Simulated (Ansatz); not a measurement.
# Au: the cost of one run

Method: DFT PBEsol, scalar-relativistic, plane waves, PAW, in Ansatz 0.2.0.

### 1 The structure to begin with

The structure is cubic, space group Fm-3m (No. 225). Conventional cell: a = 4.080 Å, b = 4.080 Å, c = 4.080 Å, α = 90.00°, β = 90.00°, γ = 90.00°. Au (site symmetry m-3m) has 12 Au at 2.88 Å as nearest neighbours.

Structure file:

```cif
data_structure
_symmetry_space_group_name_H-M 'P 1'
_symmetry_Int_Tables_number 1
_cell_length_a 2.8850
_cell_length_b 2.8850
_cell_length_c 2.8850
_cell_angle_alpha 60.000
_cell_angle_beta 60.000
_cell_angle_gamma 60.000
_cell_volume 16.98
loop_
_atom_site_label
_atom_site_type_symbol
_atom_site_fract_x
_atom_site_fract_y
_atom_site_fract_z
_atom_site_occupancy
Au1 Au 0.00000 0.00000 0.00000 1
```

### 2 Relaxing cell and atoms: Au, no spin

Input file input.yaml:

```yaml
crystal:
  lattice:
    - [0.0, 2.04, 2.04]
    - [2.04, 0.0, 2.04]
    - [2.04, 2.04, 0.0]
  atoms:
    - { symbol: Au, position: [0.0, 0.0, 0.0] }
scf:
  occupations: { method: gaussian, width: 0.1 }
output:
  forces: true
  stress: true
  eigenvalues: true
  write_density: true
  write_potential: true
  elf: true
  volumetric_format: npy
kpoints:
  mp_grid: { grid: [34, 34, 34] }
hamiltonian:
  xc: pbesol
  pseudopotentials: { kind: paw, azcp: { folder: soft_1 } }
relax:
  f_tol: 0.003
  max_steps: 60
  cell: { stress_tol: 0.02 }
```

The run is started by

```bash
$ ansatz run input.yaml --threads 8 --pin off --max-ram 16384MiB --backend cpu --events-out ev --progress --plain --runs-dir out
```

Q: Estimate wall time and peak memory on 8 threads of Arm Neoverse N1, shared host.

About 13 s, with a peak of 0.57 GiB.
